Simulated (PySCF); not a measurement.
# HfHCl: relaxation and vibrations of the triplet

The task is one start of a wider search on HfHCl: the triplet, from a linear start. It is relaxed, tested by its Hessian and followed downhill if it is a saddle.

Program: PySCF 2.14.0. Level of theory: PBE0, basis Hf def2-TZVP with ECP60, H def2-TZVP, Cl def2-TZVP, scalar-relativistic core potentials, no spin–orbit coupling, density fitting. These are calculated values, not measurements.

## 1. Where the work starts

3 atoms, charge 0, spin multiplicity 3.

Bond lengths: Hf1–H2 1.840 Å, Hf1–Cl3 2.510 Å. Angles: H2–Hf1–Cl3 180.0°.

Z-matrix (Å, degrees; charge 0 multiplicity 3):
```
Hf
H  1 1.8400
Cl 1 2.5100 2 180.00
```

## 2. The SCF at the typed geometry

The steps below are one call of a driver around PySCF. For each, scf.py gives the equivalent set-up of the SCF; relaxations use the driver's own optimiser. After this first run the driver tries any further starts and a stability analysis.

Input file scf.py:

```python
from pyscf import gto, scf, dft
mol = gto.M(atom='''
Hf     0.000000     0.000000     0.000000
H      0.000000     0.000000    -1.840000
Cl     0.000000     0.000000     2.510000''',
    basis={'Hf': 'def2-TZVP', 'H': 'def2-TZVP', 'Cl': 'def2-TZVP'},
    ecp={'Hf': 'def2-TZVP'},
    charge=0, spin=2)
mf = dft.UKS(mol, xc='PBE0')
mf.grids.atom_grid = (50, 194)
aux = {'Hf': 'def2-universal-JKFIT', 'H': 'def2-universal-JKFIT', 'Cl': 'def2-universal-JKFIT'}
mf = mf.density_fit(auxbasis=aux)
mf.conv_tol = 1e-08
mf.diis_space = 10
mf.max_cycle = 60
mf.init_guess = 'minao'
mf.verbose = 4
mf.kernel()
```

On the command line:

```
> OMP_NUM_THREADS=2 python axn.py task.json out
```

After this run come: Relaxation: linear start, triplet; Frequencies; Downhill along the imaginary mode; Hessian and properties.

Q: Predict the outcome of this session. Wanted: minimum; geometry; wavenumbers; dipole moment; highest occupied, lowest empty level; polar-tensor charge of Hf1; zero-point energy; atomisation energy; ⟨S²⟩.

The runs gave:

| quantity | value |
| --- | --- |
| minimum | triplet, Cs |
| geometry | Hf–Cl 2.340 Å, Hf–H 1.866 Å; Cl–Hf–H 127.1° |
| wavenumbers (cm⁻¹) | 308 (a'), 380 (a'), 1664 (a') |
| dipole moment | 2.22 D |
| highest occupied, lowest empty level (either spin) | -5.06, -2.23 eV |
| polar-tensor charge of Hf1 | +0.85 e |
| zero-point energy | 14.1 kJ/mol |
| entropy at 298.15 K | 289.3 J/(mol K) |
| atomisation energy (no zero-point energy) | 757 kJ/mol |
| ⟨S²⟩ | 2.004 |

In words: The linear start (C∞v) ends in a minimum of Cs symmetry, after a stop at a second-order saddle point 19.8 kJ/mol higher, from which it was pushed off along an imaginary mode. The strongest infrared band lies at 1664 cm⁻¹ (a', stretch). Most of the spin sits on Hf1 (Mulliken spin 2.04, against 2 for the whole molecule). The first SCF alone would have been 91 kJ/mol too high. Other starts or spin states, not run here, may lie lower. One determinant may miss the lowest occupation of an open d or f shell. With an element this heavy the missing spin–orbit coupling can shift these numbers.
